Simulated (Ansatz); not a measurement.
# C₅H₉AlO₂: vertical ionisation energy

One table from this session's results is given with a row withheld; the runs are named, their logs left out.

Method: unrestricted cation, the program's frozen cores in correlated methods; program: Ansatz 0.2.0, Gaussian basis.

The runs, in order: UKS PBE-D4/def2-TZVPP; UKS r2SCAN-D4/def2-TZVPP; UKS PBE0-D4/def2-TZVPP; UKS B3LYP-D4/def2-TZVPP; UKS wB97X-V/def2-TZVPP; UKS wB97M-V/def2-TZVPP; UKS B2PLYP/def2-TZVPP; UHF-CCSD(T)/def2-TZVPP; UHF-MP2/def2-QZVPP; extrapolation to the limit; then −ε(HOMO) from the neutral's earlier runs with LDA (SPW92), PBE-D4, revPBE-D4, BLYP-D4, r2SCAN-D4, B97M-V, PBE0-D4, B3LYP-D4, r2SCANh-D4, r2SCAN0-D4, HSE06-D4, BHLYP-D4, CAM-B3LYP-D4, LC-ωPBE, ωB97X-V, ωB97M-V.

## Structure used throughout

All runs share one geometry, relaxed beforehand with PBE0-D4 in a triple-zeta def2 set.

SMILES `[CH3][Al-]1([CH3])[O]C=CC=[O+]1`, 17 atoms, charge 0, spin multiplicity 1.

Atoms are counted from 1 here; the program's logs count them from 0.

Bond lengths: C1–Al2 1.953 Å, C1–H9 1.095 Å, C1–H10 1.095 Å, C1–H11 1.095 Å, Al2–C3 1.953 Å, Al2–O4 1.861 Å, Al2–O8 1.861 Å, C3–H12 1.095 Å, C3–H13 1.095 Å, C3–H14 1.095 Å, O4–C5 1.263 Å, C5–C6 1.391 Å, C5–H15 1.095 Å, C6–C7 1.391 Å, C6–H16 1.081 Å, C7–O8 1.263 Å, C7–H17 1.095 Å. Angles: Al2–C1–H9 111.6°, Al2–C1–H10 111.6°, Al2–C1–H11 112.3°, H9–C1–H10 106.7°, H9–C1–H11 107.1°, H10–C1–H11 107.1°, C1–Al2–C3 123.4°, C1–Al2–O4 108.9°, C1–Al2–O8 108.9°, C3–Al2–O4 108.8°, C3–Al2–O8 108.8°, O4–Al2–O8 94.1°, Al2–C3–H12 112.3°, Al2–C3–H13 111.7°, Al2–C3–H14 111.6°, H12–C3–H13 107.1°, H12–C3–H14 107.1°, H13–C3–H14 106.7° and more.

Geometry (Å):

```xyz
17
charge 0, multiplicity 1
C     0.3195   -1.0641   -2.1310
Al    0.5742   -0.3423   -0.3347
C     2.2583   -0.4655    0.6460
O    -0.0079    1.4253   -0.3079
C    -1.0146    1.8711    0.3118
C    -1.8888    1.1228    1.0925
C    -1.7230   -0.2472    1.2638
O    -0.8025   -0.9508    0.7599
H     0.5006   -2.1437   -2.1616
H     1.0082   -0.6086   -2.8503
H    -0.6953   -0.8967   -2.5059
H     2.1986    0.0043    1.6331
H     3.0769    0.0216    0.1060
H     2.5591   -1.5068    0.8022
H    -1.1985    2.9463    0.2120
H    -2.7189    1.6176    1.5760
H    -2.4458   -0.7835    1.8882
```

Set-up of the first run:

in.yaml

```yaml
crystal:
  periodic: [false, false, false]
  atoms:
    - {symbol: C, position_ang: [0.319501, -1.064146, -2.131048]}
    - {symbol: Al, position_ang: [0.574190, -0.342258, -0.334688]}
    - {symbol: C, position_ang: [2.258253, -0.465476, 0.646028]}
    - {symbol: O, position_ang: [-0.007908, 1.425334, -0.307903]}
    - {symbol: C, position_ang: [-1.014641, 1.871097, 0.311839]}
    - {symbol: C, position_ang: [-1.888828, 1.122787, 1.092487]}
    - {symbol: C, position_ang: [-1.722982, -0.247162, 1.263764]}
    - {symbol: O, position_ang: [-0.802527, -0.950842, 0.759905]}
    - {symbol: H, position_ang: [0.500618, -2.143677, -2.161614]}
    - {symbol: H, position_ang: [1.008167, -0.608569, -2.850305]}
    - {symbol: H, position_ang: [-0.695332, -0.896739, -2.505921]}
    - {symbol: H, position_ang: [2.198647, 0.004277, 1.633081]}
    - {symbol: H, position_ang: [3.076903, 0.021617, 0.105993]}
    - {symbol: H, position_ang: [2.559076, -1.506754, 0.802169]}
    - {symbol: H, position_ang: [-1.198515, 2.946329, 0.212012]}
    - {symbol: H, position_ang: [-2.718853, 1.617647, 1.576023]}
    - {symbol: H, position_ang: [-2.445758, -0.783454, 1.888186]}
basis:
  gaussian: {orbitals: def2-TZVPP}
total_charge: 1
magnetization: {spin_polarized: true, initial_magnetization: 1}
hamiltonian: {xc: pbe, dispersion: d4}
```

Started as:

```
$ ansatz run in.yaml --threads 4 --pin off --events-out ev --progress --plain --max-ram 66560MiB --backend cuda --devices 0, --max-vram 37GiB
```

Among the steps run: Cation, UKS PBE-D4/def2-TZVPP; Cation, UKS r2SCAN-D4/def2-TZVPP; Cation, UKS PBE0-D4/def2-TZVPP; Cation, UKS B3LYP-D4/def2-TZVPP; Cation, UKS wB97X-V/def2-TZVPP; Cation, UKS wB97M-V/def2-TZVPP; Cation, UKS B2PLYP (frozen core)/def2-TZVPP; Cation, UHF-CCSD(T)/def2-TZVPP; Cation, UHF-MP2/def2-QZVPP.

One table of the session follows, with a row left open; its other results are not shown here.

It belongs to the step «Ionisation energies side by side». Orbital estimates, from the neutral's runs:

```
  functional  −ε(HOMO) (eV)
 LDA (SPW92)           5.84
      PBE-D4           5.70
   revPBE-D4           5.65
     BLYP-D4           5.57
   r2SCAN-D4              ?
      B97M-V           6.01
     PBE0-D4           6.90
    B3LYP-D4           6.69
  r2SCANh-D4           6.39
  r2SCAN0-D4           7.07
    HSE06-D4           6.50
    BHLYP-D4           8.00
CAM-B3LYP-D4           8.23
     LC-ωPBE           9.55
     ωB97X-V           9.20
     ωB97M-V           9.08
```

Q: Estimate the row for r2SCAN-D4 from the others.

Worked estimate for «−ε(HOMO) (eV)». Against the share of exact exchange, r2SCANh-D4 (0.1, 6.39), r2SCAN0-D4 (0.25, 7.07) give a slope of 4.53 per unit share; at 0 the line stands at 5.94.

As computed: −ε(HOMO) (eV): 5.94. In «−ε(HOMO) (eV)» the line misses by 0.00.

Caveats from the session: The cation may have settled in a state other than its lowest; no search over hole states beyond the program's own was made.
